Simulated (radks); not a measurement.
**Valence configurations of Cr⁺**

Aim: which of several valence configurations of Cr⁺ lies lowest at this level, and whether it is the one NIST lists ([Ar] 3d5).

The numbers are computed with radks (a radial shooting solver on a logarithmic mesh, Libxc functionals) version 1 (scalar-relativistic Kohn-Sham, r2SCAN, spin-polarised, spherical densities, finite nucleus; open shells are filled with parallel spins first), except any that are marked as measured or tabulated.

**1. Starting point**

```
element            : chromium (Z = 24)
charge             : +1
electrons          : 23
configuration      : [Ar] 3d5
nuclear rms radius : 3.6452 fm
others tried       : 3d4 4s1; 3d4 4p1; 3d3 4p2; 3d3.5 4p1.5; 3d4.5 4p0.5; 3d3 4s1 4p1; 3d2.5 4s2 4p0.5; 3d2.5 4s1 4p1.5; 3d3 4s2
```

The outer shells:

Cr⁺
```
[Ar] core
3d [↑ ][↑ ][↑ ][↑ ][↑ ]
```

**2. [Ar] 3d5**

Input:

```text
Z 24
configuration [Ar] 3d5
relativity scalar-relativistic
functional r2scan,r2scan
spin polarised
nucleus finite rms 3.6452 fm
c 137.035999084
```

**3. [Ar] 3d4 4s1**

Input: that of step 2 with these lines changed.

```diff
@@ -1,3 +1,3 @@
 Z 24
-configuration [Ar] 3d5
+configuration [Ar] 3d4 4s1
 relativity scalar-relativistic
```

**4. [Ar] 3d4 4p1**

Input: that of step 3 with these lines changed.

```diff
@@ -1,3 +1,3 @@
 Z 24
-configuration [Ar] 3d4 4s1
+configuration [Ar] 3d4 4p1
 relativity scalar-relativistic
```

**5. [Ar] 3d3 4p2**

Input: that of step 4 with these lines changed.

```diff
@@ -1,3 +1,3 @@
 Z 24
-configuration [Ar] 3d4 4p1
+configuration [Ar] 3d3 4p2
 relativity scalar-relativistic
```

**6. [Ar] 3d3.5 4p1.5**

Input: that of step 5 with these lines changed.

```diff
@@ -1,3 +1,3 @@
 Z 24
-configuration [Ar] 3d3 4p2
+configuration [Ar] 3d3.5 4p1.5
 relativity scalar-relativistic
```

**7. [Ar] 3d4.5 4p0.5**

Input: that of step 6 with these lines changed.

```diff
@@ -1,3 +1,3 @@
 Z 24
-configuration [Ar] 3d3.5 4p1.5
+configuration [Ar] 3d4.5 4p0.5
 relativity scalar-relativistic
```

**8. [Ar] 3d3 4s1 4p1**

Input: that of step 7 with these lines changed.

```diff
@@ -1,3 +1,3 @@
 Z 24
-configuration [Ar] 3d4.5 4p0.5
+configuration [Ar] 3d3 4s1 4p1
 relativity scalar-relativistic
```

**9. [Ar] 3d2.5 4s2 4p0.5**

Input: that of step 8 with these lines changed.

```diff
@@ -1,3 +1,3 @@
 Z 24
-configuration [Ar] 3d3 4s1 4p1
+configuration [Ar] 3d2.5 4s2 4p0.5
 relativity scalar-relativistic
```

**10. [Ar] 3d2.5 4s1 4p1.5**

Input:

```text
Z 24
configuration [Ar] 3d2.5 4s1 4p1.5
relativity scalar-relativistic
functional r2scan,r2scan
spin polarised
nucleus finite rms 3.6452 fm
c 137.035999084
```

**11. [Ar] 3d3 4s2**

Input: that of step 10 with these lines changed.

```diff
@@ -1,3 +1,3 @@
 Z 24
-configuration [Ar] 3d2.5 4s1 4p1.5
+configuration [Ar] 3d3 4s2
 relativity scalar-relativistic
```

**Question.** What will these runs give? Wanted: for each run, valence; E − E(NIST configuration); moment; highest level; its energy; 1s shift.

The runs gave:

```tsv
valence	E − E(NIST configuration) (eV)	moment (μB)	highest level	its energy (eV)	1s shift (eV)
3d5	0.000	5	3d up	-10.999	+0.00
3d4 4s1	1.908	5	4s up	-12.365	-5.52
3d4.5 4p0.5	2.953	5	4p up	-6.986	-3.29
3d4 4p1	6.726	5	4p up	-8.092	-6.86
3d3 4s2	8.785	3	4s down	-12.708	-12.54
3d3.5 4p1.5	11.421	5	4p up	-9.118	-10.74
3d3 4s1 4p1	11.753	5	4p up	-9.529	-13.56
3d2.5 4s2 4p0.5	15.429	3	4p up	-9.374	-17.05
3d3 4p2	17.153	5	4p up	-10.076	-14.87
3d2.5 4s1 4p1.5	18.298	5	4p up	-10.484	-17.95
```

**Reading.** The NIST configuration is the lowest of those tried, 1.908 eV under 3d4 4s1. The energies are those of spherical high-spin densities, not of single terms. The 1s eigenvalue shifts by up to 17.95 eV as the valence charge is rearranged.
